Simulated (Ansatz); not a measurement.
# CH₃FOSeSi: a ladder of functionals and wavefunction methods

The task here is to estimate one member of a computed series from the others.

Program: Ansatz 0.2.0, Gaussian basis. Level of theory: functionals in def2-TZVPP, the program's frozen cores in correlated methods. These are calculated values, not measurements.

The runs, in order: PBE-D4, r2SCAN-D4, PBE0-D4, B3LYP-D4, ωB97X-V, ωB97M-V, B2PLYP; CCSD(T)/def2-TZVPP; MP2/def2-QZVPP; extrapolation to the limit.

### The relaxed structure

An earlier PBE0-D4 in a triple-zeta def2 set relaxation fixed the geometry.

SMILES `FC1([SeH])O[SiH2]1`, 8 atoms, charge 0, spin multiplicity 1.

Atoms are counted from 1 here; the program's logs count them from 0.

Bond lengths: F1–C2 1.355 Å, C2–Se3 1.943 Å, C2–O4 1.409 Å, C2–Si5 1.821 Å, Se3–H6 1.468 Å, O4–Si5 1.688 Å, Si5–H7 1.476 Å, Si5–H8 1.476 Å. Angles: F1–C2–Se3 111.6°, F1–C2–O4 112.1°, F1–C2–Si5 121.3°, Se3–C2–O4 111.3°, Se3–C2–Si5 125.2°, O4–C2–Si5 61.5°, C2–Se3–H6 93.4°, C2–O4–Si5 71.4°, C2–Si5–O4 47.2°, C2–Si5–H7 122.2°, C2–Si5–H8 121.3°, O4–Si5–H7 116.3°, O4–Si5–H8 115.0°, H7–Si5–H8 115.1°.

Set-up of the first run:

The input, in.yaml:

```yaml
crystal:
  periodic: [false, false, false]
  atoms:
    - {symbol: F, position_ang: [-0.814559, -0.327149, 1.630985]}
    - {symbol: C, position_ang: [-0.195878, 0.192976, 0.543114]}
    - {symbol: Se, position_ang: [1.148554, 1.504423, 1.042021]}
    - {symbol: O, position_ang: [-1.113859, 0.727166, -0.382990]}
    - {symbol: Si, position_ang: [-0.337814, -0.593383, -1.092808]}
    - {symbol: H, position_ang: [2.001830, 0.507785, 1.701598]}
    - {symbol: H, position_ang: [0.594386, -0.288710, -2.195721]}
    - {symbol: H, position_ang: [-1.190460, -1.780208, -1.302100]}
basis:
  gaussian: {orbitals: def2-TZVPP}
hamiltonian: {xc: pbe, dispersion: d4}
output: {forces: true, orbitals: {seedname: orbitals}}
```

Command:

```bash
$ ansatz run in.yaml --threads 4 --pin off --events-out ev --progress --plain --max-ram 10444MiB
```

Steps of the session up to this table: PBE-D4 (GGA); r2SCAN-D4 (meta-GGA); PBE0-D4 (hybrid); B3LYP-D4 (hybrid); ωB97X-V (range-separated); ωB97M-V (range-separated); B2PLYP (double hybrid); CCSD(T) in def2-TZVPP; MP2 in def2-QZVPP.

One table of the session follows, with a row left open; its other results are not shown here.

```
            method  atomisation energy (kJ/mol)
            PBE-D4                       2769.0
         r2SCAN-D4                       2695.5
           PBE0-D4                       2668.2
          B3LYP-D4                       2654.3
           ωB97X-V                       2690.6
           ωB97M-V                       2674.8
            B2PLYP                       2626.5
     HF/def2-TZVPP                       1720.2
    MP2/def2-TZVPP                       2668.2
   CCSD/def2-TZVPP                       2515.6
CCSD(T)/def2-TZVPP                       2581.9
           MP2/CBS                       2764.0
       CCSD(T)/CBS                            ?
```

Q: Estimate the row for CCSD(T)/CBS from the others.

**Answer.** atomisation energy (kJ/mol): 2677.7. In the column «atomisation energy (kJ/mol)» it lies between ωB97M-V (2674.8) and ωB97X-V (2690.6).

Caveats from the session: Free atoms (1 F, 1 C, 1 Se, 1 O, 1 Si, 3 H) were run apart at each level; the atomisation energy is their sum less the molecule, without zero-point or spin-orbit terms.
